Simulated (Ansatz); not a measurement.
**GaH3O2Se: up Jacob's ladder to CCSD(T)**

The task here is to estimate one member of a computed series from the others.

Method: functionals in def2-TZVPP, the program's frozen cores in correlated methods; program: Ansatz 0.2.0, Gaussian basis.

The runs, in order: LDA (SPW92), PBE-D4, revPBE-D4, BLYP-D4, r2SCAN-D4, B97M-V, PBE0-D4, B3LYP-D4, r2SCANh-D4, r2SCAN0-D4, HSE06-D4, BHLYP-D4, CAM-B3LYP-D4, LC-ωPBE, ωB97X-V, ωB97M-V, B2PLYP, PBE-QIDH; CCSD(T)/def2-SVP; CCSD(T)/def2-TZVPP; MP2/def2-QZVPP; extrapolation to the limit; RPA on PBE.

### The relaxed structure

An earlier PBE0-D4 in a triple-zeta def2 set relaxation fixed the geometry.

SMILES `[OH][Ga]([OH])[SeH]`, 7 atoms, charge 0, spin multiplicity 1.

Atoms are counted from 1 here; the program's logs count them from 0.

Bond lengths: O1–Ga2 1.782 Å, O1–H5 0.959 Å, Ga2–O3 1.775 Å, Ga2–Se4 2.310 Å, O3–H6 0.961 Å, Se4–H7 1.469 Å. Angles: Ga2–O1–H5 115.0°, O1–Ga2–O3 116.0°, O1–Ga2–Se4 126.3°, O3–Ga2–Se4 117.7°, Ga2–O3–H6 112.5°, Ga2–Se4–H7 91.7°.

Coordinates:

```xyz
7
charge 0, multiplicity 1
O    -0.9962    1.0751    0.6110
Ga    0.1855   -0.1824    0.1669
O     1.0270   -0.9698    1.5168
Se    0.7125   -0.8694   -1.9747
H    -1.4446    1.4891   -0.1287
H     0.7519   -0.6287    2.3715
H    -0.2360    0.0861   -2.5628
```

Set-up of the first run:

The input, in.yaml:

```yaml
crystal:
  periodic: [false, false, false]
  atoms:
    - {symbol: O, position_ang: [-0.996213, 1.075118, 0.610984]}
    - {symbol: Ga, position_ang: [0.185532, -0.182419, 0.166867]}
    - {symbol: O, position_ang: [1.027049, -0.969842, 1.516803]}
    - {symbol: Se, position_ang: [0.712460, -0.869391, -1.974710]}
    - {symbol: H, position_ang: [-1.444647, 1.489069, -0.128677]}
    - {symbol: H, position_ang: [0.751873, -0.628672, 2.371510]}
    - {symbol: H, position_ang: [-0.236044, 0.086137, -2.562766]}
basis:
  gaussian: {orbitals: def2-TZVPP}
hamiltonian: {xc: lda}
output: {orbitals: {seedname: orbitals}}
```

Started as:

```sh
> ansatz run in.yaml --threads 2 --pin off --events-out ev --progress --plain --max-ram 32768MiB --backend cpu
```

Among the steps run: LDA; PBE-D4 (GGA); revPBE-D4 (GGA); BLYP-D4 (GGA); r2SCAN-D4 (meta-GGA); B97M-V (meta-GGA); PBE0-D4 (hybrid); B3LYP-D4 (hybrid); r2SCANh-D4 (hybrid); r2SCAN0-D4 (hybrid); HSE06-D4 (hybrid); BHLYP-D4 (hybrid); CAM-B3LYP-D4 (range-separated); LC-ωPBE (range-separated); ωB97X-V (range-separated); ωB97M-V (range-separated); B2PLYP (double hybrid); PBE-QIDH (double hybrid).

One table of the session follows, with a row left open; its other results are not shown here.

It belongs to the step «Frontier levels by functional». 

```
  functional  HOMO (eV)  gap (eV)
 LDA (SPW92)      -6.49      4.34
      PBE-D4      -6.32      4.46
   revPBE-D4      -6.26      4.53
     BLYP-D4      -6.15      4.30
   r2SCAN-D4      -6.63      5.09
      B97M-V      -6.65      5.00
     PBE0-D4      -7.52      6.56
    B3LYP-D4      -7.27      5.97
  r2SCANh-D4          ?         ?
  r2SCAN0-D4      -7.72      6.95
    HSE06-D4      -7.12      5.79
    BHLYP-D4      -8.54      8.38
CAM-B3LYP-D4      -8.81      8.72
     LC-ωPBE     -10.17     11.41
     ωB97X-V      -9.82     10.86
     ωB97M-V      -9.68     10.48
```

**Question.** Estimate the row for r2SCANh-D4.

Worked estimate for «HOMO (eV)». Against the share of exact exchange, r2SCAN-D4 (0, -6.63), r2SCAN0-D4 (0.25, -7.72) give a slope of -4.36 per unit share; at 0.1 the line stands at -7.07.

The run gave: HOMO (eV): -7.07; gap (eV): 5.84. In «HOMO (eV)» the line misses by 0.00.
